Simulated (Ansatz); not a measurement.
This was printed by a script on the Ansatz DFT code, driven from Python, for a geometry optimisation of CH7GaGeO, SMILES [CH3][Ga]([OH])[GeH3]. What did the script look like? Use: PBE, def2-SVP basis, multiplicity 1, D3BJ dispersion.

| atom | x (Å) | y (Å) | z (Å) |
| --- | --- | --- | --- |
| C | -0.3792 | 1.4759 | 0.1071 |
| Ga | 0.2240 | -0.2376 | 0.9415 |
| O | 1.5123 | -0.7017 | 1.1138 |
| Ge | -0.4545 | -1.3407 | -0.6055 |
| H | -1.2985 | 2.0160 | -0.3875 |
| H | -0.4453 | 1.7038 | 1.1905 |
| H | 0.5357 | 1.9409 | -0.3240 |
| H | 2.3041 | -0.0294 | 0.9476 |
| H | -1.9927 | -1.0645 | -0.9776 |
| H | 0.4225 | -0.9664 | -1.7427 |
| H | -0.3629 | -2.8534 | -0.2427 |

```console
$ python opt_ch7gageo.py
[INFO] step   1  E = -112049.928298 eV  max force 32.3765 eV/A
[INFO] step   2  E = -112055.236928 eV  max force 11.2004 eV/A
[INFO] step   3  E = -112057.267039 eV  max force 3.0997 eV/A
[INFO] step   4  E = -112058.176898 eV  max force 0.5623 eV/A
[INFO] step   5  E = -112058.553392 eV  max force 0.4243 eV/A
[INFO] step   6  E = -112058.679599 eV  max force 1.1355 eV/A
[INFO] step   7  E = -112058.771930 eV  max force 0.7548 eV/A
[INFO] step   8  E = -112058.838586 eV  max force 0.4469 eV/A
[INFO] step   9  E = -112058.887700 eV  max force 0.1145 eV/A
[INFO] step  10  E = -112058.893022 eV  max force 0.1534 eV/A
[INFO] step  11  E = -112058.899817 eV  max force 0.1003 eV/A
[INFO] step  12  E = -112058.900192 eV  max force 0.0481 eV/A
[INFO] step  13  E = -112058.900698 eV  max force 0.0357 eV/A
[INFO] step  14  E = -112058.900904 eV  max force 0.0109 eV/A
[INFO] step  15  E = -112058.901056 eV  max force 0.0898 eV/A
[INFO] step  16  E = -112058.901403 eV  max force 0.0398 eV/A
[INFO] step  17  E = -112058.901700 eV  max force 0.0053 eV/A
[INFO] step  18  E = -112058.902208 eV  max force 0.0388 eV/A
[INFO] step  19  E = -112058.900094 eV  max force 0.2034 eV/A
[INFO] step  20  E = -112058.901736 eV  max force 0.0344 eV/A
[INFO] step  21  E = -112058.902444 eV  max force 0.0065 eV/A
[INFO] step  22  E = -112058.902794 eV  max force 0.0173 eV/A
[INFO] step  23  E = -112058.899863 eV  max force 0.2517 eV/A
[INFO] step  24  E = -112058.900010 eV  max force 0.1136 eV/A
[INFO] step  25  E = -112058.902893 eV  max force 0.0048 eV/A
[INFO] step  26  E = -112058.903390 eV  max force 0.0206 eV/A
[INFO] step  27  E = -112058.902348 eV  max force 0.1636 eV/A
[INFO] step  28  E = -112058.903680 eV  max force 0.0169 eV/A
[INFO] step  29  E = -112058.903867 eV  max force 0.0463 eV/A
[INFO] step  30  E = -112058.904015 eV  max force 0.0469 eV/A
[INFO] step  31  E = -112058.904201 eV  max force 0.0423 eV/A
[INFO] step  32  E = -112058.904399 eV  max force 0.0561 eV/A
[INFO] step  33  E = -112058.904548 eV  max force 0.0481 eV/A
[INFO] step  34  E = -112058.904704 eV  max force 0.0289 eV/A
[INFO] step  35  E = -112058.904792 eV  max force 0.0081 eV/A
[INFO] reference energy   -112058.717128 eV
[INFO] total energy       -112058.904835 eV
occupied (up, down): [42, 42]  virtual: [85, 85]  frozen: 0
[INFO] final positions (A) and the move of each atom
[INFO] C    -0.09944    1.94306    0.33045    0.5885
[INFO] Ga    0.30969    0.00239    0.33506    0.6578
[INFO] O     1.55479   -0.62128    1.50117    0.3979
[INFO] Ge   -0.60538   -1.80033   -1.03705    0.6483
[INFO] H    -1.19497    2.10473    0.38770    0.7871
[INFO] H     0.38681    2.47111    1.17435    1.1320
[INFO] H     0.25579    2.39247   -0.62003    0.6082
[INFO] H     1.93870    0.08119    2.05823    1.1744
[INFO] H    -2.16048   -1.81517   -0.98991    0.7693
[INFO] H    -0.21591   -1.61804   -2.53261    1.2067
[INFO] H    -0.10410   -3.19723   -0.58687    0.5510
```

The script that was run (others could print the same):

`opt_ch7gageo.py`
```python
# -*- coding: utf-8 -*-
"""Geometry optimisation of CH7GaGeO."""

import logging
import sys

import ansatz as az
import numpy as np

logging.basicConfig(stream=sys.stdout, format="[%(levelname)s] %(message)s")
log = logging.getLogger("ch7gageo")
log.setLevel(logging.INFO)


def main():
    geometry_ang = [
        ("C", [-0.3792, 1.4759, 0.1071]),
        ("Ga", [0.224, -0.2376, 0.9415]),
        ("O", [1.5123, -0.7017, 1.1138]),
        ("Ge", [-0.4545, -1.3407, -0.6055]),
        ("H", [-1.2985, 2.016, -0.3875]),
        ("H", [-0.4453, 1.7038, 1.1905]),
        ("H", [0.5357, 1.9409, -0.324]),
        ("H", [2.3041, -0.0294, 0.9476]),
        ("H", [-1.9927, -1.0645, -0.9776]),
        ("H", [0.4225, -0.9664, -1.7427]),
        ("H", [-0.3629, -2.8534, -0.2427]),
    ]
    system = az.Crystal.molecule()
    for symbol, xyz in geometry_ang:
        system = system.atom(symbol, xyz)

    calc = (
        system.calculation()
        .basis(gaussian="def2-SVP")
        .functional("pbe", dispersion="d3bj")
    )
    symbols = [site.symbol for site in system.cartesian_sites]
    start = np.array([site.position_ang for site in system.cartesian_sites], dtype=float)
    def progress(event):
        if event["event"] == "relax_step":
            row = event["data"]
            log.info(f"step {row['step']:3d}  E = {row['lagrangian_ev']:.6f} eV  max force {row['allowed_force_max_ev_ang']:.4f} eV/A")


    report = calc.relax(force_tolerance=0.01, max_steps=100).session().plan().execute(on_event=progress).report
    end = np.array(report["positions_ang"])

    log.info("reference energy %16.6f eV" % report["reference_energy_ev"])
    log.info("total energy     %16.6f eV" % report["free_energy_ev"])
    print("occupied (up, down):", report["n_occupied"], " virtual:", report["n_virtual"], " frozen:", report["n_frozen"])

    log.info("final positions (A) and the move of each atom")
    for symbol, xyz, old in zip(symbols, end, start):
        log.info(f"{symbol:2s} {xyz[0]:10.5f} {xyz[1]:10.5f} {xyz[2]:10.5f}   {np.linalg.norm(xyz - old):7.4f}")
    with open("ch7gageo_opt.xyz", "w") as handle:
        handle.write(f"{len(symbols)}\nrelaxed CH7GaGeO\n")
        handle.writelines(f"{s:2s} {x:11.6f} {y:11.6f} {z:11.6f}\n" for s, (x, y, z) in zip(symbols, end))


if __name__ == "__main__":
    main()
```

What to keep in mind:
- Total energies depend on the basis set; only differences at equal settings carry meaning.
- The end point is the stationary point reached from this start; no frequency run checks that it is a minimum, and the basis set is modest.
- Total less reference energy is the dispersion correction.
- It ran for 2.6 min on 1 thread of Arm Neoverse V2, with other jobs on the host, peak memory 0.26 GiB.

(A comment or docstring line of the script was reworded after the run, the code is as it ran; lines on the test bed's own set-up are left out of the output.)
